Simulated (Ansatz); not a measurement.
# C₆H₁₂S: taking an electron away

How much energy removes an electron from C₆H₁₂S at fixed geometry? The cation is run at each level and the neutral's energy taken from earlier runs.

Program: Ansatz 0.2.0, Gaussian basis. Level of theory: unrestricted cation, the program's frozen cores in correlated methods. These are calculated values, not measurements.

Levels to be run: UKS PBE-D4/def2-TZVPP; UKS r2SCAN-D4/def2-TZVPP; UKS PBE0-D4/def2-TZVPP; UKS B3LYP-D4/def2-TZVPP; UKS wB97X-V/def2-TZVPP; UKS wB97M-V/def2-TZVPP; UKS B2PLYP/def2-TZVPP; UHF-CCSD(T)/def2-TZVPP; UHF-MP2/def2-QZVPP; extrapolation to the limit; then −ε(HOMO) from the neutral's earlier runs with LDA (SPW92), PBE-D4, revPBE-D4, BLYP-D4, r2SCAN-D4, B97M-V, PBE0-D4, B3LYP-D4, r2SCANh-D4, r2SCAN0-D4, HSE06-D4, BHLYP-D4, CAM-B3LYP-D4, LC-ωPBE, ωB97X-V, ωB97M-V.

### 1 The relaxed structure

The geometry comes from an earlier relaxation with PBE0-D4 in a triple-zeta def2 set; it is a stationary point, not always the lowest conformer.

SMILES `CSC1CCCC1`, 19 atoms, charge 0, spin multiplicity 1.

Atoms are counted from 1 here; the program's logs count them from 0.

Bond lengths: C1–S2 1.797 Å, C1–H8 1.090 Å, C1–H9 1.092 Å, C1–H10 1.091 Å, S2–C3 1.801 Å, C3–C4 1.532 Å, C3–C7 1.524 Å, C3–H11 1.097 Å, C4–C5 1.543 Å, C4–H12 1.091 Å, C4–H13 1.094 Å, C5–C6 1.537 Å, C5–H14 1.092 Å, C5–H15 1.092 Å, C6–C7 1.524 Å, C6–H16 1.092 Å, C6–H17 1.094 Å, C7–H18 1.095 Å and more. Angles: S2–C1–H8 107.0°, S2–C1–H9 111.0°, S2–C1–H10 111.8°, H8–C1–H9 108.6°, H8–C1–H10 108.6°, H9–C1–H10 109.8°, C1–S2–C3 100.6°, S2–C3–C4 110.1°, S2–C3–C7 116.6°, S2–C3–H11 107.7°, C4–C3–C7 103.7°, C4–C3–H11 109.5°, C7–C3–H11 109.0°, C3–C4–C5 105.5°, C3–C4–H12 111.5°, C3–C4–H13 109.3°, C5–C4–H12 113.2°, C5–C4–H13 110.4° and more.

### 2 Cation, UKS PBE-D4/def2-TZVPP

The input, in.yaml:

```yaml
crystal:
  periodic: [false, false, false]
  atoms:
    - {symbol: C, position_ang: [1.284219, -2.263084, -1.545326]}
    - {symbol: S, position_ang: [1.244641, -0.474828, -1.714767]}
    - {symbol: C, position_ang: [0.528899, -0.007248, -0.129799]}
    - {symbol: C, position_ang: [0.509830, 1.518590, 0.011154]}
    - {symbol: C, position_ang: [-0.650444, 1.828936, 0.980487]}
    - {symbol: C, position_ang: [-1.320259, 0.478216, 1.280757]}
    - {symbol: C, position_ang: [-0.921132, -0.411007, 0.108707]}
    - {symbol: H, position_ang: [1.772914, -2.656561, -2.437240]}
    - {symbol: H, position_ang: [1.865804, -2.560810, -0.670297]}
    - {symbol: H, position_ang: [0.280712, -2.685973, -1.482349]}
    - {symbol: H, position_ang: [1.155063, -0.440200, 0.659423]}
    - {symbol: H, position_ang: [1.471455, 1.900907, 0.355868]}
    - {symbol: H, position_ang: [0.320737, 1.969385, -0.967556]}
    - {symbol: H, position_ang: [-0.301449, 2.315868, 1.892928]}
    - {symbol: H, position_ang: [-1.360973, 2.513714, 0.512534]}
    - {symbol: H, position_ang: [-2.401855, 0.559951, 1.404997]}
    - {symbol: H, position_ang: [-0.922299, 0.057801, 2.209604]}
    - {symbol: H, position_ang: [-1.510261, -0.167317, -0.781787]}
    - {symbol: H, position_ang: [-1.045613, -1.476342, 0.312663]}
basis:
  gaussian: {orbitals: def2-TZVPP}
total_charge: 1
magnetization: {spin_polarized: true, initial_magnetization: 1}
hamiltonian: {xc: pbe, dispersion: d4}
```

Launch:

```console
$ ansatz run in.yaml --threads 2 --pin off --events-out ev --progress --plain --max-ram 32768MiB --backend cuda --devices 0, --max-vram 18GiB
```

The runs that follow: Cation, UKS r2SCAN-D4/def2-TZVPP; Cation, UKS PBE0-D4/def2-TZVPP; Cation, UKS B3LYP-D4/def2-TZVPP; Cation, UKS wB97X-V/def2-TZVPP; Cation, UKS wB97M-V/def2-TZVPP; Cation, UKS B2PLYP (frozen core)/def2-TZVPP; Cation, UHF-CCSD(T)/def2-TZVPP; Cation, UHF-MP2/def2-QZVPP.

**Question.** What will the summary of the whole plan be? Wanted: ionisation energy, CCSD(T)/CBS; nearest functional by difference; nearest −ε(HOMO); −ε(HOMO) of PBE; T1 of the cation.

As calculated:

| quantity | value |
| --- | --- |
| ionisation energy, CCSD(T)/CBS | 8.49 eV |
| nearest functional by difference | ωB97M-V (-0.15 eV) |
| nearest −ε(HOMO) | ωB97X-V (+0.04 eV) |
| −ε(HOMO) of PBE | 4.94 eV |
| T1 of the cation | 0.014 |

In words: By cation minus neutral, the functionals miss by 0.38 eV at most. −ε(HOMO) of PBE misses by 3.6 eV, since self-interaction lifts the level. Among orbital estimates ωB97X-V comes nearest. Hartree-Fock falls 1.24 eV short, as the neutral has more correlation energy than the cation. The cation may have settled in a state other than its lowest; no search over hole states beyond the program's own was made.
